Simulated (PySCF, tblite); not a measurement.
# C3H4Br radical: geometry, infrared bands and EPR parameters

Wanted: the infrared bands and EPR parameters of C3H4Br radical (`C=C[CH]Br`), by calculation.

Computed with tblite 0.8.0 and PySCF 2.14.0, with density-fitted response routines of our own, on a single molecule in the gas phase. Atoms are numbered from 0 throughout.

### Step 1. Starting geometry

8 atoms, charge 0, multiplicity 2; geometry from: force field or distance geometry start.

Bonds of the start (Å): C0–C1 1.33, C1–C2 1.45, C2–Br3 1.85, C0–H4 1.09, C0–H5 1.08, C1–H6 1.08, C2–H7 1.08.

### Step 2. Optimising the geometry with GFN2-xTB

What the job is given:

```
{"job": {"kind": "relax", "xc": "GFN2-xTB", "basis": "xTB"}, "charge": 0, "multiplicity": 2}
C     -1.223600     0.133100     0.417400
C     -0.157700     0.238500    -0.375900
C      1.129700    -0.321700    -0.009100
Br     2.578800    -0.146700    -1.141600
H     -2.179300     0.568700     0.116400
H     -1.213500    -0.372300     1.374900
H     -0.231900     0.757200    -1.322100
H      1.306500    -0.847400     0.915400
```

Launch:

```bash
$ OMP_NUM_THREADS=1 python probes_run.py task.json out
```

This one command runs all jobs of the session in turn.

The log of the run:

```text
step      E/eV     max force
  0    -338.83549    2.653
  1    -338.92316    0.764
  2    -338.93443    0.385
  3    -338.93910    0.216
  4    -338.94164    0.167
  5    -338.94254    0.091
  6    -338.94294    0.056
  7    -338.94316    0.042
  8    -338.94325    0.029
  9    -338.94331    0.029
 10    -338.94335    0.022
 11    -338.94339    0.022
 12    -338.94342    0.022
 13    -338.94345    0.023
 14    -338.94347    0.021
 15    -338.94351    0.026
 16    -338.94355    0.025
 17    -338.94358    0.014
 18    -338.94359    0.008
```

It took 0.06 s on 1 thread of Arm Neoverse V1, shared host.

Along the way:

```
step  energy from step 0 (eV)  largest force (eV/Å)
   0                   0.0000                2.6534
   1                  -0.0877                0.7642
   2                  -0.0989                0.3845
   3                  -0.1036                0.2163
   4                  -0.1062                0.1674
   5                  -0.1071                0.0910
   6                  -0.1075                0.0559
   7                  -0.1077                0.0422
   8                  -0.1078                0.0288
   9                  -0.1078                0.0289
  10                  -0.1079                0.0223
  11                  -0.1079                0.0220
  12                  -0.1079                0.0222
  13                  -0.1080                0.0232
  14                  -0.1080                0.0208
  15                  -0.1080                0.0259
  16                  -0.1081                0.0249
  17                  -0.1081                0.0143
  18                  -0.1081                0.0077
```

Distances of close pairs at the start and the end, largest changes first:

| bond | before (Å) | after (Å) | change (Å) |
| --- | --- | --- | --- |
| C1–C2 | 1.451 | 1.381 | -0.071 |
| C0–C1 | 1.333 | 1.363 | +0.030 |
| C2–Br3 | 1.847 | 1.867 | +0.019 |
| C0–H4 | 1.093 | 1.074 | -0.019 |
| C0–H5 | 1.083 | 1.076 | -0.007 |
| C2–H7 | 1.078 | 1.077 | -0.001 |
| C1–H6 | 1.082 | 1.082 | +0.001 |

The end geometry stands in the next job.

### Step 3. Infrared spectrum with GFN2-xTB

What the job is given:

```
{"job": {"kind": "ir", "xc": "GFN2-xTB", "basis": "xTB"}, "charge": 0, "multiplicity": 2}
C     -1.236110     0.133105     0.425343
C     -0.130710     0.229122    -0.366647
C      1.097006    -0.301555    -0.024669
Br     2.586955    -0.150375    -1.138950
H     -2.175088     0.559025     0.125418
H     -1.198834    -0.372799     1.373999
H     -0.206661     0.745223    -1.314809
H      1.272499    -0.832333     0.895751
```

The log of the run:

```text
mode    cm-1     km/mol
  1     170.1      0.22
  2     232.3      1.40
  3     360.1      2.90
  4     536.1      4.30
  5     609.1      8.65
  6     722.7      0.43
  7     785.8     22.20
  8     975.0      2.82
  9     978.5     19.63
 10    1195.0     32.67
 11    1250.1      0.53
 12    1292.6      2.67
 13    1407.4     22.33
 14    1492.7     17.27
 15    3066.5     13.52
 16    3098.4     10.60
 17    3119.2     12.32
 18    3160.8     18.63
```

Wall time 0.12 s (1 thread of Arm Neoverse V1, shared host).

The strongest bands and the atoms that carry them (share of the mass-weighted mode):

```
cm⁻¹  km/mol                               atoms
 786    22.2           H4 38 %, H5 32 %, C0 25 %
 978    19.6           H6 70 %, H5 13 %, C1 10 %
1195    32.7                             H7 75 %
1407    22.3  C1 29 %, H4 28 %, C2 17 %, H5 14 %
1493    17.3           C1 36 %, C0 34 %, H5 13 %
3066    13.5                             H6 90 %
3119    12.3                    H5 69 %, H4 25 %
3161    18.6                    H4 68 %, H5 22 %
```

### Step 4. EPR parameters: B3LYP/def2-TZVP-core+pcH-1

Settings changed since step 3:

```diff
@@ -1,2 +1,2 @@
-{"job": {"kind": "ir", "xc": "GFN2-xTB", "basis": "xTB"}, "charge": 0, "multiplicity": 2}
+{"job": {"kind": "epr", "basis": "pcH-1"}, "charge": 0, "multiplicity": 2}
 C     -1.236110     0.133105     0.425343
```

Method: UKS B3LYP, def2-TZVP-core on Br, pcH-1 on C H, non-relativistic, mean-field spin-orbit, GIAO.

The log of the run:

```text
UKS, coarse grid
  cycle   1  E = -2690.81561259  |g| = 1.58e+00
  cycle   2  E = -2690.78927543  |g| = 6.42e-01
  cycle   3  E = -2690.79793606  |g| = 4.37e-01
  cycle   4  E = -2690.87023768  |g| = 1.13e-01
  cycle   5  E = -2690.87676974  |g| = 3.30e-02
  cycle   6  E = -2690.87730935  |g| = 1.22e-02
  cycle   7  E = -2690.87743757  |g| = 3.10e-03
  cycle   8  E = -2690.87745163  |g| = 1.78e-03
  cycle   9  E = -2690.87745489  |g| = 6.57e-04
UKS, final grid
  cycle   1  E = -2690.87744912  |g| = 5.78e-04
  cycle   2  E = -2690.87744896  |g| = 8.15e-04
  cycle   3  E = -2690.87744927  |g| = 2.72e-05
  cycle   4  E = -2690.87744927  |g| = 2.37e-05
E = -2690.87744927 Eh   <S^2> = 0.7758 (exact 0.7500)
g shifts (ppm)      1          2          3
  rmc          -162       -162       -162
  gc             -7         37         40
  oz_so       -2726      13697      17680
  total       -2895      13572      17558
hyperfine (MHz)  atom isotope    a_iso     a_fc   dipolar eigenvalues
    0   13C      51.09      51.43    -48.32    -46.58     94.90
    1   13C     -46.54     -46.60    -28.71     11.54     17.17
    2   13C      73.34      71.11    -55.63    -53.14    108.77
    3  79Br       2.08       7.77   -108.54    -57.44    165.98
    4    1H     -39.78     -39.75    -23.55     -0.46     24.01
    5    1H     -37.44     -37.38    -19.81     -1.84     21.64
    6    1H      12.38      12.31     -5.09     -1.49      6.58
    7    1H     -41.97     -42.40    -22.59     -2.63     25.22
```

It took 64 s on 1 thread of Arm Neoverse V1, shared host; peak memory 0.76 GiB.

Principal g values 1.99942, 2.01589, 2.01988; g(iso) = 2.01173, against 2.00232 for a free electron.

Hyperfine couplings, nucleus by nucleus at this fixed geometry (no averaging over rotations):

```
nuclei  isotope  a(iso) (MHz)  a(iso) (G, at g = 2.0023)  largest dipolar term (MHz)
    C2      13C          73.3                       26.2                       108.8
    C0      13C          51.1                       18.2                        94.9
    C1      13C         -46.5                      -16.6                       -28.7
    H7       1H         -42.0                      -15.0                        25.2
    H4       1H         -39.8                      -14.2                        24.0
    H5       1H         -37.4                      -13.4                        21.6
    H6       1H          12.4                        4.4                         6.6
   Br3     79Br           2.1                        0.7                       166.0
```

Mulliken spin populations:

```csv
atom,value (e)
C0,0.63
C1,-0.26
C2,0.64
Br3,0.06
H4,-0.03
H5,-0.03
H6,0.01
H7,-0.03
```

In first order the couplings over 0.8 MHz of 1H, 79Br give 64 distinct lines over 49.2 G.

Orbitals, density, ELF and potential are computed afterwards from the orbital file.

ELF in a plane through or near 8 of the atoms.

Values, 10 rows by 14 columns:
```
0.00 0.00 0.00 0.00 0.00 0.00 0.00 0.00 0.00 0.00 0.00 0.00 0.00 0.00
0.00 0.00 0.00 0.00 0.00 0.00 0.00 0.00 0.00 0.00 0.00 0.00 0.00 0.00
0.00 0.00 0.00 0.00 0.03 0.91 0.83 0.01 0.37 0.72 0.04 0.00 0.00 0.00
0.00 0.02 0.34 0.29 0.07 0.99 0.98 0.02 0.98 1.00 0.45 0.00 0.00 0.00
0.00 0.23 0.84 0.85 0.49 0.35 0.48 0.20 0.67 0.84 0.16 0.02 0.00 0.00
0.00 0.22 0.80 0.51 0.27 0.67 0.92 0.16 0.38 0.69 0.96 0.49 0.00 0.00
0.00 0.05 0.61 0.30 0.67 0.15 0.71 0.88 0.20 0.87 0.99 0.71 0.00 0.00
0.00 0.01 0.30 0.76 0.74 0.03 0.97 1.00 0.14 0.02 0.23 0.01 0.00 0.00
0.00 0.00 0.01 0.10 0.10 0.00 0.21 0.59 0.02 0.00 0.00 0.00 0.00 0.00
0.00 0.00 0.00 0.00 0.00 0.00 0.00 0.00 0.00 0.00 0.00 0.00 0.00 0.00
```
The map spans 10.8 Å across and 8.2 Å up, centred on the molecule. Atoms in the plane (x, y in Å): C0 (1.3, 0.1), C1 (0.1, -0.4), C2 (-1.1, 0.3), Br3 (-2.8, -0.4), H4 (2.2, -0.6), H5 (1.5, 1.1), H6 (-0.1, -1.5), H7 (-1.1, 1.4).

On the surface of density 0.002 e/bohr³ the electrostatic potential runs, from the 1st to the 99th percentile, from -0.41 V near C0 to 1.12 V near H7.

The spin density lies nearest to C0, C2 about 33 % each; C1 9 % (beta excess); Br3 9 %.

### Step 5. Outcome

| quantity | value |
| --- | --- |
| strongest single infrared mode (GFN2-xTB) | 1195 cm⁻¹, 33 km/mol |
| zero-point energy (GFN2-xTB) | 35.0 kcal/mol |
| g(iso) (B3LYP) | 2.01173 |
| ⟨S²⟩ | 0.776 (exact 0.75) |
| largest a(iso) | 13C on C2, 73.3 MHz |
| surface potential, 1st and 99th percentile | -0.41 V and 1.12 V |

**Reading.** Relaxing lowered the energy by 0.108 eV in 18 steps; the close pair that moved most is C1–C2, from 1.451 to 1.381 Å. No mode is imaginary among the 18: a minimum at this level. The strongest single mode, at 1195 cm⁻¹, moves mainly H7. Unscaled tight-binding wavenumbers are off by several per cent, some by more. Its intensities can rank the bands wrongly. The largest spin populations lie on C2 (0.64 e), C0 (0.63 e). The isotropic g lies 9.4 ppt above the free-electron value. The hyperfine terms hold no scalar relativity, which the heavier nuclei need.
